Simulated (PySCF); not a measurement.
# CeSe: bond curves at several levels of theory

Aim: find the lowest electronic state of CeSe, scan its bond at several levels of theory, and get bond length, wavenumber and dissociation energy from each curve.

Program: PySCF 2.14.0. Level of theory: Ce x2c-SVPall, Se x2c-SVPall, spin-free X2C with a Gaussian nucleus. These are calculated values, not measurements.

1 further run of the same task is left out (it didn't finish).

**1. Input**

The job is set up so:

```
atoms                         : Ce, Se
charge                        : 0
basis                         : Ce x2c-SVPall, Se x2c-SVPall
Hamiltonian                   : spin-free X2C with a Gaussian nucleus
basis functions               : 117
electrons treated             : 92
masses in u                   : 139.9054, 79.9165
levels                        : PBE0, PBE, r²SCAN, BLYP, PBEsol, HF, MP2, SCS-MP2
grid                          : 80 radial by 434 angular points
occupations                   : held fixed by the projection of orbital angular momentum
dissociation limit            : Ce + Se, each in its ground configuration
starting distance in angstrom : 2.406
values of 2S to try           : 0, 2, 4
```

On the command line:

```bash
$ OMP_NUM_THREADS=4 python dia.py task.json out
```

After this run come: First curve: PBE0; Other states along the same grid; PBE; r²SCAN; BLYP (GGA); PBEsol (GGA); UHF.

**Question.** What will these runs give? Wanted: for each run, Re; ωe; De; μ.

The runs gave:

Lowest PBE0 solution found, without spin–orbit coupling: ³Δ (triplet), unpaired electrons σ ↑, δ ↑, about 1.2 electrons in the 4f shell (Mulliken). State 2 has its PBE0 minimum 0.04 eV higher, as a spin-mixed determinant (⟨S²⟩ = 1.01), so this is no gap between pure states. The other levels ran on the lowest alone.

| level | Re (Å) | ωe (cm⁻¹) | De (eV) | μ (D) |
| --- | --- | --- | --- | --- |
| UHF | 2.511 | 318 | 3.20 | -7.12 |
| UHF-MP2 | 2.462 | 321 | 5.27 | n/a |
| UHF-SCS-MP2 | 2.471 | 320 | 4.98 | n/a |
| PBE | 2.484 | 291.6 | 6.01 | -5.33 |
| PBE0 | 2.459 | 319 | 5.47 | -5.74 |

De is counted to Ce + Se in their ground configurations. A positive dipole means Ce(−)Se(+). No constants: PBEsol (the points don't follow one smooth fit); BLYP (the points don't follow one smooth fit); r²SCAN (the points don't follow one smooth fit).

**Reading.** Bond lengths run from 2.459 Å (PBE0) to 2.511 Å (UHF). Of the levels with a De here, UHF gives the least (3.20 eV) and PBE the most (6.01 eV).

Correlated steps freeze 27 core orbitals. Spin–orbit coupling is left out, which matters for elements this heavy, above all for dissociation energies. With d or f electrons several states lie close, and the lowest PBE0 determinant need not be the measured ground state. At some levels the lowest empty orbital lies below the highest filled one (the two can be of opposite spin). With spin–orbit coupling the term label itself may not hold.
